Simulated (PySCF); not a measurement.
# C6H7ClO2: magnetic properties

Wanted: magnetic properties for C6H7ClO2 (`O=CO[C@@H]1[C@H]2C[C@]1(Cl)C2`).

Computed with PySCF 2.14.0 and routines of our own; the level stands in each step. Atoms count from 0.

### Step 1. The system as given

16 atoms, charge 0, multiplicity 1; geometry from: GFN2-xTB.

### Step 2. Magnetic properties: GIAO wB97X-D/pcSseg-1

What the job is given:

```
{"job": {"kind": "mag", "xc": "wB97X-D", "basis": "pcSseg-1", "isotopologues": 0}, "charge": 0, "multiplicity": 1}
O      3.050596     1.086016    -0.359746
C      2.757732    -0.043381    -0.107154
O      1.541199    -0.538207     0.061586
C      0.442855     0.343788    -0.086388
C     -0.733730     0.164380     0.893769
C     -1.611329     0.861353    -0.162253
C     -0.747603    -0.153165    -0.928075
Cl    -0.752369    -0.447199    -2.647509
C     -1.043402    -1.170196     0.186299
H      3.484282    -0.861073     0.031567
H      0.804375     1.356058    -0.274283
H     -0.716385     0.349461     1.958825
H     -2.674860     0.648418    -0.124828
H     -1.421125     1.914261    -0.353917
H     -0.322261    -1.970168     0.313478
H     -2.065573    -1.531402     0.248527
```

Method: GIAO wB97X-D/pcSseg-1 magnetisability, rotational g tensor and spin-rotation constants, non-relativistic, gas phase.

Launch:

```bash
OMP_NUM_THREADS=1 python excited_run.py task.json out
```

One launch serves the whole session: the jobs run in the order shown.

Standard output:

```text
coarse grid: 14656 points
cycle   1  E = -842.9719939898  dE =  2.237e+00  |g| = 9.626e-01  |ddm| = 3.690e+00
cycle   2  E = -842.8597679404  dE =  1.122e-01  |g| = 1.306e+00  |ddm| = 1.413e+00
cycle   3  E = -843.1546241728  dE = -2.949e-01  |g| = 1.568e-01  |ddm| = 7.882e-01
cycle   4  E = -843.1581666556  dE = -3.542e-03  |g| = 7.577e-02  |ddm| = 1.342e-01
cycle   5  E = -843.1591482280  dE = -9.816e-04  |g| = 1.133e-02  |ddm| = 5.352e-02
cycle   6  E = -843.1591800504  dE = -3.182e-05  |g| = 3.864e-03  |ddm| = 1.724e-02
cycle   7  E = -843.1591842793  dE = -4.229e-06  |g| = 1.087e-03  |ddm| = 6.499e-03
final grid: 139016 points
cycle   8  E = -843.2390278274  dE = -2.385e-04  |g| = 7.121e-03  |ddm| = 8.011e-02
cycle   9  E = -843.2390315358  dE = -3.708e-06  |g| = 6.727e-03  |ddm| = 1.750e-02
cycle  10  E = -843.2390410582  dE = -9.522e-06  |g| = 9.515e-04  |ddm| = 5.956e-03
cycle  11  E = -843.2390411882  dE = -1.300e-07  |g| = 7.556e-04  |ddm| = 1.436e-03
cycle  12  E = -843.2390412923  dE = -1.041e-07  |g| = 1.490e-04  |ddm| = 5.862e-04
cycle  13  E = -843.2390412974  dE = -5.147e-09  |g| = 5.350e-05  |ddm| = 2.173e-04
cycle  14  E = -843.2390412982  dE = -7.938e-10  |g| = 1.593e-05  |ddm| = 8.052e-05
converged SCF energy = -843.2390412982

Magnetisability tensor (1e-30 J/T^2)
    -1304.92       15.75       -7.84
       15.75    -1312.34      -56.15
       -7.84      -56.15    -1611.73
isotropic -1409.66   principal values   -1621.99  -1320.45  -1286.55
isotropic susceptibility -84.892 1e-6 cm^3/mol

Inertial axes            a          b          c
rot. const./GHz      2.0858     1.0676     0.8517
chi total           -81.172    -94.785    -78.719
chi diamagnetic    -675.128  -1182.456  -1434.609
chi paramagnetic    593.956   1087.671   1355.890
quadrupole/D A       -4.468      2.502      1.966
g nuclear            0.5597     0.5389     0.5309
g electronic        -0.5820    -0.5455    -0.5425
g total             -0.0223    -0.0066    -0.0116

Spin-rotation constants (kHz, H = +C I.J)
atom  isotope        aa         bb         cc
  7   35Cl        0.567      0.080      0.251
  9     1H       -0.061     -0.082      0.015
 10     1H       -0.145     -0.104      0.033
 11     1H       -0.188      0.019     -0.098
 12     1H        0.042     -0.104     -0.101
 13     1H       -0.229     -0.124      0.021
 14     1H       -0.158     -0.115      0.009
 15     1H        0.025     -0.104     -0.090
  0    17O*      -1.079     -0.171     -0.457
  1    13C*       0.980      0.315      0.273
  2    17O*      -0.378     -0.150     -0.304
  3    13C*       0.540      0.248      0.203
  4    13C*       0.336      0.167      0.139
  5    13C*       0.412      0.195      0.149
  6    13C*       0.427      0.192      0.182
  8    13C*       0.406      0.183      0.183
* in the singly substituted isotopologue
```

Run time: 90 s. Hardware: 1 thread of Arm Neoverse N1, shared host; peak memory 0.91 GiB.

Key values:

```tsv
quantity	value
magnetisability	-1410·10⁻³⁰ J/T²
molar susceptibility	-84.9·10⁻⁶ cm³/mol
rotational g (a, b, c)	-0.0223, -0.0066, -0.0116
```

### Step 3. Magnetic properties: GIAO OLYP/pcSseg-0

Settings changed since step 2:

```diff
@@ -1,2 +1,2 @@
-{"job": {"kind": "mag", "xc": "wB97X-D", "basis": "pcSseg-1", "isotopologues": 0}, "charge": 0, "multiplicity": 1}
+{"job": {"kind": "mag", "xc": "OLYP", "basis": "pcSseg-0"}, "charge": 0, "multiplicity": 1}
 O      3.050596     1.086016    -0.359746
```

Method: GIAO OLYP/pcSseg-0 magnetisability, rotational g tensor and spin-rotation constants, non-relativistic, gas phase.

Standard output:

```text
coarse grid: 14656 points
cycle   1  E = -841.7188994684  dE =  1.500e+00  |g| = 9.080e-01  |ddm| = 6.000e+00
cycle   2  E = -840.8268858934  dE =  8.920e-01  |g| = 2.236e+00  |ddm| = 3.786e+00
cycle   3  E = -841.8249576824  dE = -9.981e-01  |g| = 5.613e-01  |ddm| = 2.901e+00
cycle   4  E = -841.8867948475  dE = -6.184e-02  |g| = 1.208e-01  |ddm| = 6.884e-01
cycle   5  E = -841.8891323195  dE = -2.337e-03  |g| = 4.276e-02  |ddm| = 1.710e-01
cycle   6  E = -841.8895463175  dE = -4.140e-04  |g| = 1.152e-02  |ddm| = 7.676e-02
cycle   7  E = -841.8895775402  dE = -3.122e-05  |g| = 3.230e-03  |ddm| = 2.015e-02
cycle   8  E = -841.8895801896  dE = -2.649e-06  |g| = 4.310e-04  |ddm| = 7.644e-03
final grid: 139016 points
cycle   9  E = -841.8785997641  dE = -6.088e-05  |g| = 7.087e-03  |ddm| = 1.048e-01
cycle  10  E = -841.8785945452  dE =  5.219e-06  |g| = 8.623e-03  |ddm| = 2.654e-02
cycle  11  E = -841.8786099641  dE = -1.542e-05  |g| = 2.956e-03  |ddm| = 1.886e-02
cycle  12  E = -841.8786115604  dE = -1.596e-06  |g| = 8.427e-04  |ddm| = 3.572e-03
cycle  13  E = -841.8786116908  dE = -1.305e-07  |g| = 1.925e-04  |ddm| = 1.338e-03
cycle  14  E = -841.8786116989  dE = -8.110e-09  |g| = 3.574e-05  |ddm| = 4.996e-04
cycle  15  E = -841.8786116992  dE = -2.776e-10  |g| = 1.223e-05  |ddm| = 6.509e-05
converged SCF energy = -841.8786116992

Magnetisability tensor (1e-30 J/T^2)
    -1334.82       18.79      -11.10
       18.79    -1330.49      -62.04
      -11.10      -62.04    -1646.08
isotropic -1437.13   principal values   -1658.01  -1348.70  -1304.67
isotropic susceptibility -86.546 1e-6 cm^3/mol

Inertial axes            a          b          c
rot. const./GHz      2.0858     1.0676     0.8517
chi total           -83.096    -96.741    -79.801
chi diamagnetic    -676.759  -1183.361  -1435.559
chi paramagnetic    593.663   1086.620   1355.758
quadrupole/D A       -3.671      2.066      1.605
g nuclear            0.5597     0.5389     0.5309
g electronic        -0.5817    -0.5450    -0.5425
g total             -0.0220    -0.0061    -0.0116

Spin-rotation constants (kHz, H = +C I.J)
atom  isotope        aa         bb         cc
  7   35Cl        0.525      0.089      0.235
  9     1H       -0.077     -0.092      0.012
 10     1H       -0.163     -0.116      0.023
 11     1H       -0.210      0.012     -0.108
 12     1H        0.029     -0.117     -0.109
 13     1H       -0.244     -0.135      0.016
 14     1H       -0.172     -0.121      0.003
 15     1H        0.015     -0.117     -0.096
  0    17O*      -1.087     -0.171     -0.475
  1    13C*       0.956      0.304      0.262
  2    17O*      -0.422     -0.149     -0.305
  3    13C*       0.534      0.235      0.199
  4    13C*       0.312      0.169      0.128
  5    13C*       0.403      0.186      0.146
  6    13C*       0.398      0.193      0.171
  8    13C*       0.396      0.175      0.182
* in the singly substituted isotopologue
```

Run time: 32 s. Hardware: 1 thread of Arm Neoverse N1, shared host; peak memory 0.55 GiB.

In short:

```tsv
quantity	value
magnetisability	-1437·10⁻³⁰ J/T²
molar susceptibility	-86.5·10⁻⁶ cm³/mol
rotational g (a, b, c)	-0.0220, -0.0061, -0.0116
```

### Step 4. The levels compared

```tsv
level	ξ (10⁻³⁰ J/T²)	g(a)	g(b)	gap (eV)	functions	time
GIAO wB97X-D/pcSseg-1	-1410	-0.0223	-0.0066	12.09	195	90 s
GIAO OLYP/pcSseg-0	-1437	-0.0220	-0.0061	5.74	99	32 s
```

### Step 5. What came out

| quantity | value |
| --- | --- |
| magnetisability (step 2, GIAO wB97X-D/pcSseg-1) | -1410·10⁻³⁰ J/T² |
| molar susceptibility (step 2, GIAO wB97X-D/pcSseg-1) | -84.9·10⁻⁶ cm³/mol |
| rotational g (a, b, c) (step 2, GIAO wB97X-D/pcSseg-1) | -0.0223, -0.0066, -0.0116 |
| magnetisability over the levels | -1437 to -1410·10⁻³⁰ J/T² |

What this shows: The magnetisability spreads by 1.9 % over 2 levels, from GIAO OLYP/pcSseg-0 (32 s) to GIAO wB97X-D/pcSseg-1 (90 s); the runs took 32 s to 90 s. Two levels can agree by chance, so this spread shows no convergence. Vibrational averaging and real surroundings are missing from these values.
